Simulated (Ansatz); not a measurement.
LuAl₃, space group Pm-3m, an all-electron LAPW single point

Program: the Ansatz DFT code, driven from Python.

Script `lapw_lual3.py`:
```python
"""All-electron LAPW single point of LuAl3."""

import ansatz as az
from pymatgen.core import Structure

structure = (
    az.Lattice.from_parameters(4.168542, 4.168542, 4.168542, alpha=90.0, beta=90.0, gamma=90.0)
    .atom("Lu", (0.0, 0.0, 0.0))
    .atom("Al", (0.0, 0.5, 0.5))
    .atom("Al", (0.5, 0.5, 0.0))
    .atom("Al", (0.5, 0.0, 0.5))
)

calc = (
    structure.calculation()
    .functional(az.Functional.LDA)  # level of theory
    .kpoints(5, 5, 5, center="gamma")  # finer meshes matter most for metals
    .occupations("cold", width=0.1)
    .pseudopotentials("all_electron", lapw=True)  # how the cores are treated
)
history = []
result = calc.session().plan().execute(on_event=lambda event: history.append(event["data"]["dr2_ev"]) if event["event"] == "scf_iter" else None)
data = result.report
print("density residual by iteration (eV):", " ".join(f"{value:.1e}" for value in history[:40]))

for key in ("converged", "n_iterations", "n_electrons", "n_kpoints", "n_pw", "n_symmetry_ops", "free_energy_ev", "fermi_energy_ev"):
    print(f"{key:18s} {data[key]}")

final = Structure(result.lattice.cell_ang, [s.symbol for s in result.lattice.sites], [s.position_frac for s in result.lattice.sites])
# count neighbours out to a fixed multiple of the shortest distance
for index, (site, neighbours) in enumerate(zip(final, final.get_all_neighbors(5.5))):
    first = min(n.nn_distance for n in neighbours)
    shell = [n for n in neighbours if n.nn_distance < 1.1 * first]
    mean = sum(n.nn_distance for n in shell) / len(shell)
    print(f"atom {index} {site.specie.symbol}: {len(shell)} neighbours within 1.1 of the shortest distance, mean {mean:.3f} A")

errors = data["lapw_basis_errors"]
print(f"estimated basis error {1000 * errors['total_ev_per_atom']:.3f} meV/atom, target {1000 * errors['basis_error_target_ev_per_atom']:.3f}")
for sphere in errors["spheres"]:
    print(f"  {sphere['species']:2s} muffin-tin radius {sphere['muffin_tin_radius_ang']:.3f} A, core shells {sphere['core_shells']}")
```

Running `python lapw_lual3.py` prints:
```text
density residual by iteration (eV): 1.9e-01 1.4e-01 6.4e-02 1.2e-02 1.2e-03 6.6e-05 1.1e-05 1.9e-06 5.3e-08
converged          True
n_iterations       9
n_electrons        68.0
n_kpoints          10
n_pw               515
n_symmetry_ops     48
free_energy_ev     -415754.50758260116
fermi_energy_ev    12.712082686284626
atom 0 Lu: 12 neighbours within 1.1 of the shortest distance, mean 2.948 A
atom 1 Al: 12 neighbours within 1.1 of the shortest distance, mean 2.948 A
atom 2 Al: 12 neighbours within 1.1 of the shortest distance, mean 2.948 A
atom 3 Al: 12 neighbours within 1.1 of the shortest distance, mean 2.948 A
estimated basis error 0.074 meV/atom, target 0.250
  Al muffin-tin radius 1.290 A, core shells 1
  Lu muffin-tin radius 1.658 A, core shells 8
```

All-electron totals depend on functional, relativistic treatment and basis; only differences at equal settings carry meaning. The mesh is modest for a metal, so energies can be off by several to tens of meV an atom and pressures by half a GPa or more; differences at equal mesh fare better. An absolute Fermi energy rests on an arbitrary zero of the periodic potential and has no direct meaning. This cell is a computed structure, which may not be the phase found in nature. Hardware and time: 7.6 s on 1 thread of Arm Neoverse V2, with other jobs on the host, peak memory 0.41 GiB.

(Lines on the test bed's own set-up are left out of the output.)
